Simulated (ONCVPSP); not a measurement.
**An ONCV potential for I, from input to tests**

Aim: build the potential from the settings below, then test how well it stands in for the atom: other configurations, scattering, ghost states and the plane-wave cutoff that it needs.

Program: ONCVPSP 4.0.1.1 (patched build). Reference atom: PBE, scalar-relativistic, spherical and spin-unpolarised. All values are calculated.

## Step 1: Starting point

The settings as typed:

* element: iodine (I, Z = 53)
* type: optimised norm-conserving Vanderbilt (ONCV)
* frozen core: [Ar] 3d10
* valence charge: 25
* reference configuration: 4s2 4p6 4d10 5s2 5p5
* partial waves: 4s+5s: rc 1.20 bohr, ncon 5, nbas 9, qcut 9.4 1/bohr, 2 projectors; 4p+5p: rc 1.20 bohr, ncon 4, nbas 7, qcut 14.3 1/bohr, 2 projectors; 4d: rc 1.00 bohr, ncon 4, nbas 8, qcut 8.9 1/bohr, 2 projectors, debl 3 Ha; f scattering state at 0.23 Ha: rc 1.00 bohr, ncon 4, nbas 8, qcut 12.6 1/bohr, 3 projectors, debl 1.6 Ha
* local potential: polynomial inside 0.65 bohr (lpopt 5, dvloc0 -1 Ha)
* core correction: Teter function, fcfact 4.5, rcfact 1.2

An earlier all-electron run gives the scale for the radii.

All-electron outer shells of the reference configuration (PBE, scalar-relativistic, ld1.x):

```csv
shell,level (eV),outermost node (bohr),outermost maximum (bohr)
3p,-859.35,0.13,0.28
3d,-605.97,–,0.23
4s,-180.60,0.37,0.68
4p,-127.57,0.37,0.72
4d,-50.28,0.35,0.78
5s,-17.41,0.88,1.70
5p,-7.09,0.96,2.02
```

## Step 2: Generating the potential

The input, I.dat:

```
# ATOM AND REFERENCE CONFIGURATION
# atsym  z   nc   nv     iexc    psfile
  I 53.00    6    5        4      upf
#
#   n    l    f
    1    0    2.00
    2    0    2.00
    2    1    6.00
    3    0    2.00
    3    1    6.00
    3    2   10.00
    4    0    2.00
    4    1    6.00
    4    2   10.00
    5    0    2.00
    5    1    5.00
#
# PSEUDOPOTENTIAL AND OPTIMIZATION
# lmax
    3
#
#   l,   rc,      ep,       ncon, nbas, qcut
    0    1.20    0.00    5    9    9.40
    1    1.20    0.00    4    7   14.30
    2    1.00    0.00    4    8    8.90
    3    1.00    0.23    4    8   12.60
#
# LOCAL POTENTIAL
# lloc, lpopt,  rc(5),   dvloc0
    4    5    0.65   -1.00
#
# VANDERBILT-KLEINMAN-BYLANDER PROJECTORs
# l, nproj, debl
    0    2    0.40
    1    2    1.80
    2    2    3.00
    3    3    1.60
#
# MODEL CORE CHARGE
# icmod, fcfact, rcfact
    3    4.50    1.20
#
# LOG DERIVATIVE ANALYSIS
# epsh1, epsh2, depsh
   -8.00    5.00    0.04
#
# OUTPUT GRID
# rlmax, drl
    6.00    0.01
#
# TEST CONFIGURATIONS
# ncnf
    4
# nvcnf
#   n    l    f
    5
    4    0    2.00
    4    1    6.00
    4    2   10.00
    5    0    2.00
    5    1    4.00
#
    5
    4    0    2.00
    4    1    6.00
    4    2   10.00
    5    0    2.00
    5    1    3.00
#
    5
    4    0    2.00
    4    1    6.00
    4    2   10.00
    5    0    2.00
    5    1    2.00
#
    5
    4    0    2.00
    4    1    6.00
    4    2   10.00
    5    0    1.00
    5    1    6.00
#
```

The run is started by

```sh
$ oncvpsp.x < I.dat > I.out
```

Q: Predict the outcome of this session. Wanted: cutoffs for 1 and 0.1 mHa per electron, occupied waves; bound ghosts; GHOST(+) flags; largest test error; largest phase difference near zero energy, channels read; rms error of d²Exc/dn², without and with the model core.

As calculated:

| quantity | value |
| --- | --- |
| cutoffs for 1 and 0.1 mHa per electron, occupied waves | 179 Ha and 233 Ha |
| bound ghosts | s at -40.33 eV, f at -707.79 eV |
| GHOST(+) flags | none at low energy |
| largest test error (AE − PS) | -14 meV, for 4s2 4p6 4d10 5s2 5p2 |
| largest phase difference near zero energy, channels read | 0.001 rad |
| rms error of d²Exc/dn², without and with the model core | 2.04 and 0.57 mHa |

What this shows: It has a bound ghost (s, f), a state that the atom doesn't have, and that rules the file out. By total energies transferability is good: the largest error is 14 meV on 60.3 eV, for 4s2 4p6 4d10 5s2 5p2. Atomic tests can pass in spite of a ghost, since they solve only for the levels asked. The potential is very hard: the looser tolerance needs 179 Ha. At the looser tolerance the 4d wave is the slowest; 4p needs 62 Ha. Near zero energy the phases of the channels with partial waves agree within 0.001 rad. The pseudo curves have a pole with no partner nearby in the atom's: s at -1.49 Ha. These are tests on the free atom; a crystal test is still owed.
